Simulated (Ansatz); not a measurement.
# GeP+ (triplet): from Hartree-Fock to the top rungs, cc-pVTZ

One table from this session's results is given with a row withheld; the runs are named, their logs left out.

The runs use Ansatz 0.2.0, Gaussian basis; cc-pVTZ, core rule «outside noble gas», up to 19 orbitals frozen.

To be run: UHF; CCSD(T) on ROHF; CCSD(T) on UHF; BCCD(T) on ROHF; CISD as a restricted active space (open shells left free, so some higher excitations enter); CCSDT(Q) on ROHF; CCSDT(Q) on UHF; CASSCF and MRCISD+Q, 8 electrons in 8 orbitals; CASSCF and NEVPT2, 8 electrons in 8 orbitals.

16 further runs of the same task are left out: 5 that didn't finish, 11 set aside as unsound or not needed. Runs told in other sessions of the task aren't counted.

### What is computed

The geometry is a PBE0/def2-TZVP stationary point (not a proven minimum) of the parent state, kept for this charge and spin. No spin-orbit coupling is included. The filled d shell of Ge may be among the frozen orbitals whatever the setting's name suggests.

2 atoms, charge 1, spin multiplicity 3.

Atoms are counted from 1 here; the program's logs count them from 0.

Bond lengths: Ge1–P2 2.428 Å.

Coordinates:

```
Ge    0.0000    0.0000    0.0000
P     0.0000    0.0000    2.4277
```

Set-up of the first run:

in.yaml

```yaml
crystal:
  periodic: [false, false, false]
  atoms:
    - {symbol: Ge, position_ang: [0.000000, 0.000000, 0.000000]}
    - {symbol: P, position_ang: [0.000000, 0.000000, 2.427700]}
basis:
  gaussian: {orbitals: cc-pVTZ}
total_charge: 1
magnetization: {spin_polarized: true, initial_magnetization: 2}
hamiltonian: {xc: hf}
output: {orbitals: {seedname: orbitals}}
```

Started as:

```bash
> ansatz run in.yaml --threads 1 --pin off --events-out ev --progress --plain --max-ram 2393MiB
```

Among the steps run: UHF; CCSD(T) on ROHF; CCSD(T) on UHF; BCCD(T) on ROHF; CISD as a restricted active space (open shells left free, so some higher excitations enter); CCSDT(Q) on ROHF; CCSDT(Q) on UHF; CASSCF and MRCISD+Q, 8 electrons in 8 orbitals; CASSCF and NEVPT2, 8 electrons in 8 orbitals.

One table of the session follows, with a row left open; its other results are not shown here.

| method | from UCCSDT(Q) (kJ/mol) |
| --- | --- |
| ROHF | +542.0 |
| UHF | +527.2 |
| RMP2 | +116.0 |
| UMP2 | +120.8 |
| CISD | +66.4 |
| RCCSD | +33.4 |
| UCCSD | +32.6 |
| RCCSD(T) | +6.9 |
| UCCSD(T) | ? |
| BCCD(T) | +6.9 |
| RCCSDT | +2.1 |
| UCCSDT | +1.9 |
| RCCSDT(Q) | +0.3 |
| UCCSDT(Q) | 0 |
| CASSCF valence | +393.3 |
| NEVPT2 valence | +87.8 |
| MRCISD valence | +33.5 |
| MRCISD+Q valence | +3.4 |

Q: Estimate the row for UCCSD(T) from the others.

As computed: from UCCSDT(Q) (kJ/mol): +7.0. In the column «from UCCSDT(Q) (kJ/mol)» it lies between BCCD(T) (+6.9) and UCCSD (+32.6).

Limits of these values: Restricted and unrestricted rows rest on different reference determinants; a gap between their highest levels can come from leftover correlation error, from unlike frozen cores or from another state.
